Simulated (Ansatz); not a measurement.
# CH5ClGeOS: the cost of one run

The runs use Ansatz 0.2.0; RKS PBE-D4/def2-SVP.

### 1 Starting geometry

SMILES `C[O][GeH]([SH])[Cl]`, 10 atoms, charge 0, spin multiplicity 1.

Atoms are counted from 1 here; the program's logs count them from 0.

Bond lengths: C1–O2 1.421 Å, C1–H6 1.114 Å, C1–H7 1.109 Å, C1–H8 1.116 Å, O2–Ge3 1.791 Å, Ge3–S4 2.233 Å, Ge3–Cl5 2.163 Å, Ge3–H9 1.550 Å, S4–H10 1.363 Å. Angles: O2–C1–H6 112.4°, O2–C1–H7 107.6°, O2–C1–H8 112.6°, H6–C1–H7 108.3°, H6–C1–H8 108.0°, H7–C1–H8 107.8°, C1–O2–Ge3 118.5°, O2–Ge3–S4 111.1°, O2–Ge3–Cl5 102.5°, O2–Ge3–H9 112.8°, S4–Ge3–Cl5 111.9°, S4–Ge3–H9 108.2°, Cl5–Ge3–H9 110.4°, Ge3–S4–H10 92.5°.

Geometry (Å):

```xyz
10

C     0.10099   -0.63391   -1.48332
O    -0.17105   -1.00133   -0.13819
Ge    0.37206    0.09077    1.17369
S    -0.48011    2.13928    0.91987
Cl   -0.39594   -0.88749    2.94316
H    -0.31438    0.36729   -1.74228
H    -0.37584   -1.38906   -2.14110
H     1.19284   -0.62389   -1.71182
H     1.91547    0.21440    1.25193
H    -1.76104    1.67284    0.93096
```

This geometry comes from a loose relaxation at PBE in a small basis, which is not shown.

### 3 Plan of the scan

- angle C1–O2–Ge3: 7 values from 74 to 164 °
- dihedral C1–O2–Ge3–S4: 8 values from −180 to 135 °, periodic

Nothing else is relaxed (all other coordinates rigid). Energies count from the relaxed molecule at the same level. Points are written as (first, second).

(The set-up runs are not shown.)

### 4 The run at (119°, −45°)

The input, input.yaml:

```yaml
crystal:
  periodic: [false, false, false]
  atoms:
    - { symbol: C, position_ang: [0.10016, -0.632174, -1.483461] }
    - { symbol: O, position_ang: [-0.145137, -1.007722, -0.135606] }
    - { symbol: Ge, position_ang: [0.379178, 0.090943, 1.178227] }
    - { symbol: S, position_ang: [2.450329, 0.847084, 0.814472] }
    - { symbol: Cl, position_ang: [-1.086755, 1.677628, 1.071247] }
    - { symbol: H, position_ang: [-0.30144, 0.379314, -1.723696] }
    - { symbol: H, position_ang: [-0.408028, -1.371494, -2.13603] }
    - { symbol: H, position_ang: [1.186207, -0.64095, -1.738561] }
    - { symbol: H, position_ang: [0.346647, -0.576998, 2.576643] }
    - { symbol: H, position_ang: [2.106359, 1.375338, -0.394457] }
basis:
  gaussian: { orbitals: def2-SVP }
hamiltonian:
  xc: pbe
  dispersion: d4
output:
  forces: true
```

Command:

```bash
$ ansatz run input.yaml --threads 1 --pin off --max-ram 2560MiB --backend cpu --events-out ev --progress --plain --runs-dir out
```

Q: Estimate wall time and peak memory on 1 thread of Arm Neoverse N1, shared host.

About 8.1 s, with a peak of 0.16 GiB.
